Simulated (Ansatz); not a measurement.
# C2H7BO (SMILES CBOC) at wB97M-V/cc-pVDZ

What is the vertical singlet–triplet gap of C2H7BO at wB97M-V/cc-pVDZ? 

Program for the calculation: Ansatz 0.2.0.

62 further runs of the same task are left out: 62 set aside as unsound or not needed. Runs told in other sessions of the task aren't counted.

### 1 The structure to begin with

C2H7BO: 11 atoms, total charge 0, spin state singlet. SMILES: `CBOC`. The shape is that of a PBE0-D4/def2-TZVP optimisation. This is one conformer, not always the lowest.

Bond lengths: C1–B2 1.560 Å, B2–O3 1.348 Å, O3–C4 1.411 Å, C1–H5 1.091 Å, C1–H6 1.096 Å, C1–H7 1.096 Å, B2–H8 1.208 Å, C4–H9 1.092 Å, C4–H10 1.094 Å, C4–H11 1.092 Å. Some angles: C1–B2–O3 119.6°, B2–O3–C4 122.3°, C1–B2–H8 122.0°, O3–B2–H8 118.4°, B2–C1–H5 113.4°, B2–C1–H6 110.3°, B2–C1–H7 110.1°, O3–C4–H9 109.0°, O3–C4–H10 111.4°, O3–C4–H11 109.1°.

### 2 The energy at wB97M-V/cc-pVDZ

Contents of input.yaml:

```yaml
crystal:
  periodic: [false, false, false]
  atoms:
    - symbol: C
      position_ang: [-1.306200, 1.341700, -0.364700]
    - symbol: B
      position_ang: [-0.434700, 0.206700, 0.257100]
    - symbol: O
      position_ang: [0.626600, -0.267100, -0.425200]
    - symbol: C
      position_ang: [1.454400, -1.289700, 0.083900]
    - symbol: H
      position_ang: [-0.966000, 1.657000, -1.352600]
    - symbol: H
      position_ang: [-2.351400, 1.021300, -0.437600]
    - symbol: H
      position_ang: [-1.315700, 2.214600, 0.297900]
    - symbol: H
      position_ang: [-0.678700, -0.268200, 1.340800]
    - symbol: H
      position_ang: [1.446400, -2.133000, -0.610100]
    - symbol: H
      position_ang: [1.113800, -1.626100, 1.067400]
    - symbol: H
      position_ang: [2.476800, -0.914200, 0.163700]
basis:
  gaussian:
    orbitals: cc-pVDZ
hamiltonian:
  xc: {name: wB97M-V}
accuracy: high
output: {orbitals: {seedname: orbitals}}
```

Launch:

```bash
$ ansatz run input.yaml --threads 1 --pin off --max-ram 3480MiB --events-out events.jsonl --progress --plain --runs-dir runs
```

Standard output:

```text
Warning: RAYON_NUM_THREADS=1 ignored (pool sized by the plan → 1); use --threads N
Functional definition: wB97M-V
  name "wB97M-V"
  parameter omega = 0.3/bohr
  parameter cx = 0.15
  parameter cx01 = 1.007
  parameter cx10 = 0.259
  parameter css00 = 0.443
  parameter css04 = -1.437
  parameter css10 = -4.535
  parameter css20 = -3.390
  parameter css43 = 4.278
  parameter cos00 = 1.000
  parameter cos10 = 1.358
  parameter cos20 = 2.924
  parameter cos21 = -8.812
  parameter cos60 = -1.390
  parameter cos61 = 9.142
  parameter b = 6.0
  parameter c = 0.01
  gx(w, u) = 1 - cx + cx01*u + cx10*w
  gss(w, u) = css00 + css04*u^4 + css10*w + css20*w^2 + css43*w^4*u^3
  gos(w, u) = cos00 + cos10*w + (cos20 + cos21*u)*w^2 + (cos60 + cos61*u)*w^6
  exchange = spin_sum(e_x_unif_sr(omega)*gx(b97_w, b97_u_x)) + cx*exact_x_sr(omega) + exact_x_lr(omega)
  correlation = spin_sum(e_c_pw_mod_same_spin*gss(b97_w, b97_u_same))
      + integral(e_c_pw_mod_opposite_spin*gos(b97_w_opposite, b97_u_opposite)) + vv10(b, c)
2200 factors; integrals over basis functions are off by at most 4.8e-9 eV
392 factors; integrals over basis functions are off by at most 2.3e-9 eV
mean field evaluation 1: about -4906.5184 eV, gradient 4.1e1 eV
mean field evaluation 2: about -4907.6996 eV, gradient 3.7e1 eV
mean field evaluation 4: about -4910.1848 eV, gradient 1.6e0 eV
mean field evaluation 8: about -4910.1914 eV, gradient 5.9e-2 eV
mean field evaluation 16: about -4910.1915 eV, gradient 7.7e-6 eV
mean field -4910.19145062 eV, -180.4462075630 hartree, gradient 9.0e-8 eV, S^2 0.000000; 0 other end points of the search recorded, 0 dependent functions left out
reference -4910.19145520 eV, -180.4462077314 hartree; 16, 16 occupied and 75, 75 virtual orbitals, 2200 factors
Total energy: -4910.19145520 eV, -180.4462077314 hartree
```

Run time: 56 s. Hardware: 1 thread of Arm Neoverse V2, shared host; peak memory 0.56 GiB.

### 3 The triplet

Contents of molecule.yaml:

```yaml
crystal:
  periodic: [false, false, false]
  atoms:
    - {symbol: C, position_ang: [-1.306200, 1.341700, -0.364700]}
    - {symbol: B, position_ang: [-0.434700, 0.206700, 0.257100]}
    - {symbol: O, position_ang: [0.626600, -0.267100, -0.425200]}
    - {symbol: C, position_ang: [1.454400, -1.289700, 0.083900]}
    - {symbol: H, position_ang: [-0.966000, 1.657000, -1.352600]}
    - {symbol: H, position_ang: [-2.351400, 1.021300, -0.437600]}
    - {symbol: H, position_ang: [-1.315700, 2.214600, 0.297900]}
    - {symbol: H, position_ang: [-0.678700, -0.268200, 1.340800]}
    - {symbol: H, position_ang: [1.446400, -2.133000, -0.610100]}
    - {symbol: H, position_ang: [1.113800, -1.626100, 1.067400]}
    - {symbol: H, position_ang: [2.476800, -0.914200, 0.163700]}
basis:
  gaussian:
    orbitals: cc-pVDZ
magnetization:
  spin_polarized: true
  initial_magnetization: 2
output: {orbitals: {seedname: orbitals}}
accuracy: high
hamiltonian:
  xc: {name: wB97M-V}
```

Launch:

```bash
$ ansatz run molecule.yaml --threads 1 --pin off --max-ram 3480MiB --events-out events.jsonl --progress --plain --runs-dir runs
```

Standard output (excerpt; [...] marks lines left out):

```text
Warning: RAYON_NUM_THREADS=1 ignored (pool sized by the plan → 1); use --threads N
Functional definition: wB97M-V
  name "wB97M-V"
[...]
  gx(w, u) = 1 - cx + cx01*u + cx10*w
  gss(w, u) = css00 + css04*u^4 + css10*w + css20*w^2 + css43*w^4*u^3
  gos(w, u) = cos00 + cos10*w + (cos20 + cos21*u)*w^2 + (cos60 + cos61*u)*w^6
[...]
      + integral(e_c_pw_mod_opposite_spin*gos(b97_w_opposite, b97_u_opposite)) + vv10(b, c)
2200 factors; integrals over basis functions are off by at most 4.8e-9 eV
392 factors; integrals over basis functions are off by at most 2.3e-9 eV
[...]
mean field -4903.55761603 eV, -180.2024186384 hartree, gradient 7.6e-8 eV, S^2 2.003562; 2 other end points of the search recorded, 0 dependent functions left out
reference -4903.55762044 eV, -180.2024188003 hartree; 17, 15 occupied and 74, 76 virtual orbitals, 2200 factors
Total energy: -4903.55762044 eV, -180.2024188003 hartree
```

Run time: 2.8 min. Hardware: 1 thread of Arm Neoverse V2, shared host; peak memory 1 GiB.

### 4 Outcome

At wB97M-V/cc-pVDZ:

```
                                        quantity          value
                           singlet: total energy  -180.44621 Eh
                            singlet: HOMO energy      -10.55 eV
                            singlet: LUMO energy        2.60 eV
                          singlet: HOMO–LUMO gap       13.15 eV
                           triplet: total energy  -180.20242 Eh
     triplet: HOMO energy (highest over α and β)       -3.93 eV
                                   triplet: ⟨S²⟩          2.004
vertical energy of the triplet above the singlet       6.634 eV
```

In words: At this shape the triplet lies 6.63 eV (153 kcal/mol) above the singlet.
